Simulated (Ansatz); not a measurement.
**C₂H₃ClSi: vertical ionisation energy**

One table from this session's results is given with a row withheld; the runs are named, their logs left out.

The runs use Ansatz 0.2.0, Gaussian basis; unrestricted cation, the program's frozen cores in correlated methods.

The runs, in order: UKS PBE-D4/def2-TZVPP; UKS r2SCAN-D4/def2-TZVPP; UKS PBE0-D4/def2-TZVPP; UKS B3LYP-D4/def2-TZVPP; UKS wB97X-V/def2-TZVPP; UKS wB97M-V/def2-TZVPP; UKS B2PLYP/def2-TZVPP; UHF-CCSD(T)/def2-TZVPP; UHF-MP2/def2-QZVPP; extrapolation to the limit; then −ε(HOMO) from the neutral's earlier runs with LDA (SPW92), PBE-D4, revPBE-D4, BLYP-D4, r2SCAN-D4, B97M-V, PBE0-D4, B3LYP-D4, r2SCANh-D4, r2SCAN0-D4, HSE06-D4, BHLYP-D4, CAM-B3LYP-D4, LC-ωPBE, ωB97X-V, ωB97M-V.

## The geometry

All runs share one geometry, relaxed beforehand with PBE0-D4 in a triple-zeta def2 set.

SMILES `ClC1=C[SiH2]1`, 7 atoms, charge 0, spin multiplicity 1.

Atoms are counted from 1 here; the program's logs count them from 0.

Bond lengths: Cl1–C2 1.700 Å, C2–C3 1.327 Å, C2–Si4 1.804 Å, C3–Si4 1.819 Å, C3–H5 1.082 Å, Si4–H6 1.482 Å, Si4–H7 1.482 Å. Angles: Cl1–C2–C3 135.8°, Cl1–C2–Si4 155.1°, C3–C2–Si4 69.1°, C2–C3–Si4 67.9°, C2–C3–H5 137.0°, Si4–C3–H5 155.1°, C2–Si4–C3 43.0°, C2–Si4–H6 121.6°, C2–Si4–H7 121.6°, C3–Si4–H6 121.6°, C3–Si4–H7 121.6°, H6–Si4–H7 111.4°.

Set-up of the first run:

in.yaml

```yaml
crystal:
  periodic: [false, false, false]
  atoms:
    - {symbol: Cl, position_ang: [-1.169245, -2.293315, 0.411478]}
    - {symbol: C, position_ang: [-0.358007, -0.819919, 0.163156]}
    - {symbol: C, position_ang: [0.836773, -0.329965, 0.466728]}
    - {symbol: Si, position_ang: [-0.185872, 0.871566, -0.438874]}
    - {symbol: H, position_ang: [1.727498, -0.673809, 0.975570]}
    - {symbol: H, position_ang: [-0.837764, 2.011292, 0.248794]}
    - {symbol: H, position_ang: [0.047816, 1.166150, -1.872551]}
basis:
  gaussian: {orbitals: def2-TZVPP}
total_charge: 1
magnetization: {spin_polarized: true, initial_magnetization: 1}
hamiltonian: {xc: pbe, dispersion: d4}
```

On the command line:

```sh
$ ansatz run in.yaml --threads 2 --pin off --events-out ev --progress --plain --max-ram 4352MiB
```

Among the steps run: Cation, UKS PBE-D4/def2-TZVPP; Cation, UKS r2SCAN-D4/def2-TZVPP; Cation, UKS PBE0-D4/def2-TZVPP; Cation, UKS B3LYP-D4/def2-TZVPP; Cation, UKS wB97X-V/def2-TZVPP; Cation, UKS wB97M-V/def2-TZVPP; Cation, UKS B2PLYP (frozen core)/def2-TZVPP; Cation, UHF-CCSD(T)/def2-TZVPP; Cation, UHF-MP2/def2-QZVPP.

One of the session's tables, all rows but one given; the rest of the session is left out.

For comparison, −ε(HOMO) of the neutral from earlier runs:

```
  functional  −ε(HOMO) (eV)
 LDA (SPW92)           6.72
      PBE-D4           6.59
   revPBE-D4           6.54
     BLYP-D4           6.44
   r2SCAN-D4           6.84
      B97M-V           6.93
     PBE0-D4           7.80
    B3LYP-D4           7.57
  r2SCANh-D4           7.29
  r2SCAN0-D4              ?
    HSE06-D4           7.40
    BHLYP-D4           8.81
CAM-B3LYP-D4           9.10
     LC-ωPBE          10.43
     ωB97X-V          10.09
     ωB97M-V           9.93
```

Q: Estimate the row for r2SCAN0-D4 from the others.

Worked estimate for «−ε(HOMO) (eV)». Against the share of exact exchange, r2SCAN-D4 (0, 6.84), r2SCANh-D4 (0.1, 7.29) give a slope of 4.50 per unit share; at 0.25 the line stands at 7.96.

As computed: −ε(HOMO) (eV): 7.96. In «−ε(HOMO) (eV)» the line misses by 0.00.
